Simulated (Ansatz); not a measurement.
What does this script print? It uses the Python package of Ansatz (0.2.0).

Script `disp.py`:
```python
import ansatz as az

BASIS = "def2-SVP"

mol = (
    az.Crystal.molecule()
    .atom("Si", (-0.5597, 1.5654, 0.0713))
    .atom("C", (-0.2923, -0.0295, 0.8979))
    .atom("Ge", (0.9969, -1.0358, -0.1277))
    .atom("S", (0.2828, -1.5421, -2.1161))
    .atom("H", (-1.1324, 1.3676, -1.3109))
    .atom("H", (-1.5916, 2.3906, 0.8393))
    .atom("H", (0.6747, 2.3721, -0.0231))
    .atom("H", (0.1342, 0.1723, 1.9166))
    .atom("H", (-1.2295, -0.5879, 0.9977))
    .atom("H", (2.3191, -0.1889, -0.2576))
    .atom("H", (1.356, -2.3421, 0.6724))
    .atom("H", (-0.8813, -2.1968, -1.5259))
)

base = mol.calculation().basis(gaussian=BASIS)
for name in ["pbe", "revpbe"]:
    for correction in ("d3bj", "d4"):
        data = base.functional(name, dispersion=correction).run().report
        print(f"{name:8s} {correction:5s} total {data['free_energy_ev']:.5f} eV, of which dispersion {1000 * data['dispersion']['energy']['ev']:.2f} meV")
```

```console
$ python disp.py
pbe      d3bj  total -76366.17571 eV, of which dispersion -314.53 meV
pbe      d4    total -76366.17107 eV, of which dispersion -309.88 meV
revpbe   d3bj  total -76377.48608 eV, of which dispersion -741.11 meV
revpbe   d4    total -76377.57123 eV, of which dispersion -826.26 meV
```

Notes:
- Total energies depend on the basis set; only differences at equal settings carry meaning.
- The geometry is a force-field or estimated start, not a minimum of this method, and the basis set is short of its limit. D4 holds the three-body term, and d3bj doesn't.
- It ran for 18 s on 1 thread of Arm Neoverse V1, on a shared host, peak memory 0.2 GiB.
